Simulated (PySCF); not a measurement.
**SeH−: bond curves at several levels of theory**

Aim: find the lowest electronic state of SeH−, scan its bond at several levels of theory, and get bond length, wavenumber and dissociation energy from each curve.

Method: H aug-cc-pVDZ-DK, Se aug-cc-pVDZ-DK, spin-free X2C with a Gaussian nucleus; program: PySCF 2.14.0.

1 further run of the same task is left out (set aside as unsound or not needed).

## 1. Set-up

Settings of the job:

| Item | Value |
| --- | --- |
| atoms | H, Se |
| charge | -1 |
| basis | H aug-cc-pVDZ-DK, Se aug-cc-pVDZ-DK |
| Hamiltonian | spin-free X2C with a Gaussian nucleus |
| basis functions | 45 |
| electrons treated | 36 |
| masses in u | 1.0078, 79.9165 |
| levels | PBE0, PBE, r²SCAN, B3LYP, r²SCANh, B97-3, HSE06, HF, MP2, SCS-MP2, CCSD, CCSD(T) |
| grid | 80 radial by 434 angular points |
| occupations | held fixed by the projection of orbital angular momentum |
| dissociation limit | H + Se−, each in its ground configuration |
| starting distance in angstrom | 1.535 |
| values of 2S to try | 0, 2 |

Launch:

```console
$ OMP_NUM_THREADS=1 python dia.py task.json out
```

After this run come: The PBE0 curve of the state that the search chose; PBE (GGA); r²SCAN (meta-GGA); B3LYP (global hybrid GGA); r²SCANh; B97-3 (global hybrid GGA); HSE06; RHF; Adding correlation.

Q: Predict the outcome of this session. Wanted: for each run, Re; ωe; De; μ.

**Answer**, as computed:

Lowest PBE0 solution found, without spin–orbit coupling: ¹Σ⁺ (singlet), closed shell.

```csv
level,Re (Å),ωe (cm⁻¹),De (eV),μ (D)
RHF,1.466,2479,2.44,-0.09
RHF-MP2,1.473,2436,3.43,n/a
RHF-SCS-MP2,1.477,2405,3.44,n/a
RHF-CCSD,1.480,2369,3.45,n/a
RHF-CCSD(T),1.482,2353,3.50,n/a
PBE,1.494,2287,3.55,0.10
r²SCAN,1.479,2366,3.55,0.01
r²SCANh,1.475,2390,3.52,0.00
B3LYP,1.485,2322,3.53,0.08
PBE0,1.479,2380,3.50,0.03
B97-3,1.479,2374,3.50,0.04
HSE06,1.480,2371,3.50,0.04
```

De is counted to H + Se− in their ground configurations. A positive dipole points from H to Se; in an ion it is taken about the centre of mass and does not tell which atom is negative.

Differences from CCSD(T) in the same basis:

```csv
level,Re (mÅ),ωe (%)
RHF,-16,+5.4
RHF-MP2,-10,+3.5
RHF-SCS-MP2,-6,+2.2
RHF-CCSD,-2,+0.7
PBE,+11,-2.8
r²SCAN,-4,+0.5
r²SCANh,-7,+1.6
B3LYP,+3,-1.3
PBE0,-3,+1.2
B97-3,-3,+0.9
HSE06,-2,+0.7
```

What this shows: Against CCSD(T) in the same basis, the bond length is nearest at RHF-CCSD and HSE06 (-2 mÅ) and farthest at RHF (-16 mÅ); the wavenumber is nearest at r²SCAN (+0.5 %) and farthest at RHF (+5.4 %). Hartree–Fock falls on the short and stiff side, its usual fault. PBE gives a bond that is too long and too soft, as GGAs tend to. CCSD(T) in a basis this small is itself some way from its limit, more so than the functionals. Of the levels with a De here, RHF gives the least (2.44 eV) and PBE the most (3.55 eV).

Correlated steps freeze 9 core orbitals. With some functionals the highest level of the anion is positive, from self-interaction error or because the anion is truly unbound there; the finite basis then holds the extra electron, and no neutral molecule was run to test the binding.
